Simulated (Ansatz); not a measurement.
**C₂H₆BFO: a ladder of functionals and wavefunction methods**

An exercise on one series of results from a longer session: the logs are not shown, and one member is left open.

The runs use Ansatz 0.2.0, Gaussian basis; functionals in def2-TZVPP, the program's frozen cores in correlated methods.

Levels to be run: LDA (SPW92), PBE-D4, revPBE-D4, BLYP-D4, r2SCAN-D4, B97M-V, PBE0-D4, B3LYP-D4, r2SCANh-D4, r2SCAN0-D4, HSE06-D4, BHLYP-D4, CAM-B3LYP-D4, LC-ωPBE, ωB97X-V, ωB97M-V, B2PLYP, PBE-QIDH; CCSD(T)/def2-SVP; CCSD(T)/def2-TZVPP; MP2/def2-QZVPP; extrapolation to the limit; RPA on PBE.

## The geometry

An earlier PBE0-D4 in a triple-zeta def2 set relaxation fixed the geometry.

11 atoms, charge 0, spin multiplicity 1.

Atoms are counted from 1 here; the program's logs count them from 0.

Bond lengths: C1–O2 1.408 Å, C1–H6 1.092 Å, C1–H7 1.092 Å, C1–H8 1.093 Å, O2–B3 1.348 Å, B3–C4 1.569 Å, B3–F5 1.335 Å, C4–H9 1.094 Å, C4–H10 1.090 Å, C4–H11 1.094 Å. Angles: O2–C1–H6 109.0°, O2–C1–H7 108.9°, O2–C1–H8 112.4°, H6–C1–H7 108.6°, H6–C1–H8 108.9°, H7–C1–H8 108.9°, C1–O2–B3 123.8°, O2–B3–C4 126.0°, O2–B3–F5 114.4°, C4–B3–F5 119.6°, B3–C4–H9 111.5°, B3–C4–H10 111.3°, B3–C4–H11 111.4°, H9–C4–H10 108.1°, H9–C4–H11 106.4°, H10–C4–H11 108.0°.

Set-up of the first run:

Contents of in.yaml:

```yaml
crystal:
  periodic: [false, false, false]
  atoms:
    - {symbol: C, position_ang: [-1.364394, 0.711106, 0.538476]}
    - {symbol: O, position_ang: [-0.241034, 1.227789, -0.135297]}
    - {symbol: B, position_ang: [0.818583, 0.482667, -0.508872]}
    - {symbol: C, position_ang: [0.993226, -1.057861, -0.270558]}
    - {symbol: F, position_ang: [1.779226, 1.165201, -1.136042]}
    - {symbol: H, position_ang: [-1.458467, 1.207123, 1.506862]}
    - {symbol: H, position_ang: [-2.259069, 0.924278, -0.050042]}
    - {symbol: H, position_ang: [-1.294037, -0.367678, 0.698148]}
    - {symbol: H, position_ang: [0.947554, -1.307033, 0.794024]}
    - {symbol: H, position_ang: [1.947438, -1.412793, -0.660077]}
    - {symbol: H, position_ang: [0.196274, -1.629799, -0.756023]}
basis:
  gaussian: {orbitals: def2-TZVPP}
hamiltonian: {xc: lda}
output: {orbitals: {seedname: orbitals}}
```

The run is started by

```console
> ansatz run in.yaml --threads 4 --pin off --events-out ev --progress --plain --max-ram 10444MiB
```

Steps of the session up to this table: LDA; PBE-D4 (GGA); revPBE-D4 (GGA); BLYP-D4 (GGA); r2SCAN-D4 (meta-GGA); B97M-V (meta-GGA); B3LYP-D4 (hybrid); r2SCANh-D4 (hybrid); r2SCAN0-D4 (hybrid); HSE06-D4 (hybrid); BHLYP-D4 (hybrid); CAM-B3LYP-D4 (range-separated); LC-ωPBE (range-separated); ωB97X-V (range-separated); ωB97M-V (range-separated); B2PLYP (double hybrid); PBE-QIDH (double hybrid).

One table of the session follows, with a row left open; its other results are not shown here.

It belongs to the step «Orbital energies across the functionals». 

```
  functional  HOMO (eV)  LUMO (eV)  gap (eV)
 LDA (SPW92)      -7.59      -0.32      7.28
      PBE-D4      -7.44      -0.05      7.40
   revPBE-D4      -7.38       0.07      7.45
     BLYP-D4      -7.36       0.05      7.41
   r2SCAN-D4      -7.76       0.40      8.16
      B97M-V      -7.85       0.23      8.09
     PBE0-D4      -9.01       0.83      9.84
    B3LYP-D4      -8.77       0.49      9.26
  r2SCANh-D4      -8.35       0.75      9.10
  r2SCAN0-D4      -9.24       1.27     10.51
    HSE06-D4          ?          ?         ?
    BHLYP-D4     -10.53       1.33     11.86
CAM-B3LYP-D4     -10.49       1.51     11.99
     LC-ωPBE     -11.85       2.77     14.61
     ωB97X-V     -11.49       2.57     14.06
     ωB97M-V     -11.42       2.06     13.48
```

Q: Estimate the row for HSE06-D4 from the others.

**Answer.** HOMO (eV): -8.60; LUMO (eV): 0.47; gap (eV): 9.07. In the column «HOMO (eV)» it lies between B3LYP-D4 (-8.77) and r2SCANh-D4 (-8.35).
